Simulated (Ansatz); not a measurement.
# C2H6AlNOSi: molecular dynamics

Aim: follow the molecule's vibrations and see whether its bonds hold. The start is relaxed first. Runs: 500 steps of 0.5 fs under a Langevin thermostat at 300 K. SMILES of the start: C[C](=N)[Al]1[O][SiH2]1.

Program: Ansatz 0.2.0. Level of theory: RKS PBE-D4/STO-3G. These are calculated values, not measurements.

### Step 1. Starting point

Bond lengths: C1–C2 1.507 Å, C2–N3 1.257 Å, C2–Al4 1.935 Å, Al4–O5 1.908 Å, Al4–Si6 2.394 Å, O5–Si6 1.752 Å, C1–H7 1.063 Å, C1–H8 1.096 Å, C1–H9 1.184 Å, N3–H10 1.081 Å, Si6–H11 1.496 Å, Si6–H12 1.451 Å. Angles (14 of 20 angles, heavy atoms first): C1–C2–N3 119.7°, C1–C2–Al4 124.3°, N3–C2–Al4 115.9°, C2–Al4–O5 147.4°, C2–Al4–Si6 134.1°, O5–Al4–Si6 46.4°, Al4–O5–Si6 81.6°, Al4–Si6–O5 52.0°, C2–C1–H7 113.0°, C2–C1–H8 107.5°, C2–C1–H9 107.7°, C2–N3–H10 121.3°, Al4–Si6–H11 119.7°, Al4–Si6–H12 118.3°.

Structure file:

```xyz
12

C     0.6084   -0.9063    1.5078
C     1.1949   -0.2701    0.2741
N     2.4233   -0.0057    0.2326
Al    0.1622    0.2700   -1.2711
O    -1.2805   -0.1219   -2.4566
Si   -2.0255    1.1937   -1.5719
H     1.2705   -1.5939    1.9755
H    -0.3423   -1.3684    1.2193
H     0.3331   -0.0371    2.2639
H     3.0736   -0.2274    1.0667
H    -3.1698    0.6625   -0.7688
H    -2.1708    2.3496   -2.4375
```

### Step 2. Relaxing the start

The input, input.yaml:

```yaml
crystal:
  periodic: [false, false, false]
  atoms:
    - { symbol: C, position_ang: [0.6084, -0.9063, 1.5078] }
    - { symbol: C, position_ang: [1.1949, -0.2701, 0.2741] }
    - { symbol: "N", position_ang: [2.4233, -0.0057, 0.2326] }
    - { symbol: Al, position_ang: [0.1622, 0.27, -1.2711] }
    - { symbol: O, position_ang: [-1.2805, -0.1219, -2.4566] }
    - { symbol: Si, position_ang: [-2.0255, 1.1937, -1.5719] }
    - { symbol: H, position_ang: [1.2705, -1.5939, 1.9755] }
    - { symbol: H, position_ang: [-0.3423, -1.3684, 1.2193] }
    - { symbol: H, position_ang: [0.3331, -0.0371, 2.2639] }
    - { symbol: H, position_ang: [3.0736, -0.2274, 1.0667] }
    - { symbol: H, position_ang: [-3.1698, 0.6625, -0.7688] }
    - { symbol: H, position_ang: [-2.1708, 2.3496, -2.4375] }
basis:
  gaussian: { orbitals: STO-3G }
hamiltonian:
  xc: pbe
  dispersion: d4
relax:
  f_tol: 0.02
  max_steps: 40
scf:
  lower_state_search: "off"
output:
  orbitals: {}
```

Launch:

```
$ ansatz run input.yaml --threads 1 --pin off --max-ram 2048MiB --backend cpu --events-out ev --progress --plain --runs-dir out
```

Further steps of the session: Dynamics.

Q: Predict the outcome of this session. Wanted: relaxation of the start; temperature, first and last step; temperature, second half; potential energy, second half; bonds formed or broken.

The runs gave:

| quantity | value |
| --- | --- |
| relaxation of the start | 32 moves, 2.176 eV lower |
| length | 500 steps of 0.5 fs |
| temperature, first and last step | 275 and 172 K |
| temperature, second half | mean 148 K, from 87 to 210 K |
| potential energy, second half | +17 meV/atom from the start |
| bonds formed or broken | 0 |

What this shows: Against a set 300 K the second half averages 148 K with a spread of 25 K; 17 meV/atom has gone into potential energy, and a thermostat that acts over some 200 fs has not made it up in 250 fs. The bonds all hold. A run of 250 fs with 12 atoms shows the motion but fixes no equilibrium value. The nuclei move classically, without zero-point motion, which matters most for hydrogen. In so small a basis the energies are only a sketch.
